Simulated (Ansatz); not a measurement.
# AlPt: the cost of one run

Program: Ansatz 0.2.0. Level of theory: DFT PBEsol, scalar-relativistic, plane waves, PAW. These are calculated values, not measurements.

1 further run of the same task is left out (set aside as unsound or not needed).

### Step 1. Starting point

Symmetry: P2_13, No. 198, cubic system. Conventional cell: a = 4.869 Å, b = 4.869 Å, c = 4.869 Å, α = 90.00°, β = 90.00°, γ = 90.00°. Al (site symmetry 3) is surrounded by 7 Pt at 2.60 to 2.61 Å. Pt (site symmetry 3) has 7 Al at 2.60 to 2.61 Å as nearest neighbours.

Structure file:

```cif
data_structure
_symmetry_space_group_name_H-M 'P 1'
_symmetry_Int_Tables_number 1
_cell_length_a 4.8685
_cell_length_b 4.8685
_cell_length_c 4.8685
_cell_angle_alpha 90.000
_cell_angle_beta 90.000
_cell_angle_gamma 90.000
_cell_volume 115.39
loop_
_atom_site_label
_atom_site_type_symbol
_atom_site_fract_x
_atom_site_fract_y
_atom_site_fract_z
_atom_site_occupancy
Al1 Al 0.84417 0.84417 0.84417 1
Al2 Al 0.65583 0.15583 0.34417 1
Al3 Al 0.34417 0.65583 0.15583 1
Al4 Al 0.15583 0.34417 0.65583 1
Pt1 Pt 0.15398 0.15398 0.15398 1
Pt2 Pt 0.34602 0.84602 0.65398 1
Pt3 Pt 0.65398 0.34602 0.84602 1
Pt4 Pt 0.84602 0.65398 0.34602 1
```

It goes back to an entry of the Materials Project, which need not be the stable form.

This cell was relaxed beforehand with the same method: volume 14.42 Å³/atom, gap on the mesh none (metal).

### Step 2. The undisturbed cell

Contents of input.yaml:

```yaml
crystal:
  lattice:
    - [4.8685043982, 0.0, 0.0]
    - [0.0, 4.8685043982, 0.0]
    - [0.0, 0.0, 4.8685043982]
  atoms:
    - { symbol: Al, position: [0.8441717379, 0.8441717379, 0.8441717379] }
    - { symbol: Al, position: [0.6558282621, 0.1558282621, 0.3441717379] }
    - { symbol: Al, position: [0.3441717379, 0.6558282621, 0.1558282621] }
    - { symbol: Al, position: [0.1558282621, 0.3441717379, 0.6558282621] }
    - { symbol: Pt, position: [0.153982812, 0.153982812, 0.153982812] }
    - { symbol: Pt, position: [0.346017188, 0.846017188, 0.653982812] }
    - { symbol: Pt, position: [0.653982812, 0.346017188, 0.846017188] }
    - { symbol: Pt, position: [0.846017188, 0.653982812, 0.346017188] }
basis:
  ecutwfc: 420
kpoints:
  mp_grid: { grid: [8, 8, 8] }
hamiltonian:
  xc: pbesol
scf:
  occupations: { method: gaussian, width: 0.15 }
output:
  forces: true
  stress: true
  eigenvalues: true
```

Command:

```console
ansatz run input.yaml --threads 2 --pin off --max-ram 5120MiB --backend cpu --events-out ev --progress --plain --runs-dir out
```

**Question.** How long does this run take on 2 threads of Arm Neoverse N1, shared host, and how much memory does it need?

About 20 s, with a peak of 0.46 GiB.
